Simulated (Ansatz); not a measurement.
Write a Python script for Ansatz 0.2.0, Python API that makes a geometry optimisation of BeF (charge -1). Use: MP2, def2-TZVP basis, multiplicity 1.

```xyz
2

Be    0.0000    0.0000    0.0000
F     0.0000    0.0000    1.6750
```

`opt_bef.py`
```python
"""Minimum-energy structure of BeF(-)."""

import itertools

import ansatz
from ase.data import atomic_numbers, covalent_radii
import numpy as np

geometry_ang = [
    ("Be", [0.0, 0.0, 0.0]),
    ("F", [0.0, 0.0, 1.675]),
]
bef = ansatz.Crystal.molecule()
for symbol, xyz in geometry_ang:
    bef = bef.atom(symbol, xyz)

base = bef.calculation().basis(gaussian="def2-TZVP").correlation("MP2").charge(-1)
symbols = [site.symbol for site in bef.cartesian_sites]
start = np.array([site.position_ang for site in bef.cartesian_sites], dtype=float)
report = base.relax(force_tolerance=0.005, max_steps=100).run(threads=1, pin="off").report
end = np.array(report["positions_ang"])

for key in ("converged", "free_energy_ev", "reference_energy_ev", "n_frozen", "n_occupied", "n_virtual"):
    print(f"{key:22s} {report[key]}")

# pairs closer than 1.2 times the sum of covalent radii, before or after
radius = [covalent_radii[atomic_numbers[s]] for s in symbols]
span = lambda where, i, j: np.linalg.norm(where[i] - where[j])
bonded = [(i, j) for i, j in itertools.combinations(range(len(symbols)), 2) if min(span(start, i, j), span(end, i, j)) < 1.2 * (radius[i] + radius[j])]
print("pair        before    after (A)")
for i, j in bonded:
    print(f"{symbols[i]}{i}-{symbols[j]}{j}".ljust(10), f"{span(start, i, j):8.4f} {span(end, i, j):8.4f}")

charges = report["charge_distribution"]
print("dipole moment", round(4.803205 * float(np.linalg.norm(charges["dipole_moment_e_ang"])), 3), "D")
print("Mulliken:", [(s, round(q, 3)) for s, q in zip(symbols, charges["mulliken_charges_e"])])
```

`python opt_bef.py` gives:
```text
converged              True
free_energy_ev         -3115.3643530625673
reference_energy_ev    -3106.3985468055153
n_frozen               1
n_occupied             [6, 6]
n_virtual              [43, 43]
pair        before    after (A)
Be0-F1       1.6750   1.4258
dipole moment 5.641 D
Mulliken: [('Be', -0.572), ('F', -0.428)]
```

Notes:
- Total energies depend on the basis set; only differences at equal settings carry meaning.
- The end point is the stationary point reached from this start; no frequency run checks that it is a minimum, and the basis set is modest.
- An ion's dipole depends on the origin; the program takes it about the centre of nuclear charge.
- The spin state was assumed, and another may lie lower.
- Anions want diffuse functions, which this basis lacks.
- Timing: 2.4 s on 1 thread of Arm Neoverse V1, with other jobs on the host, peak memory 0.16 GiB.

(Lines on the test bed's own set-up are left out of the output.)
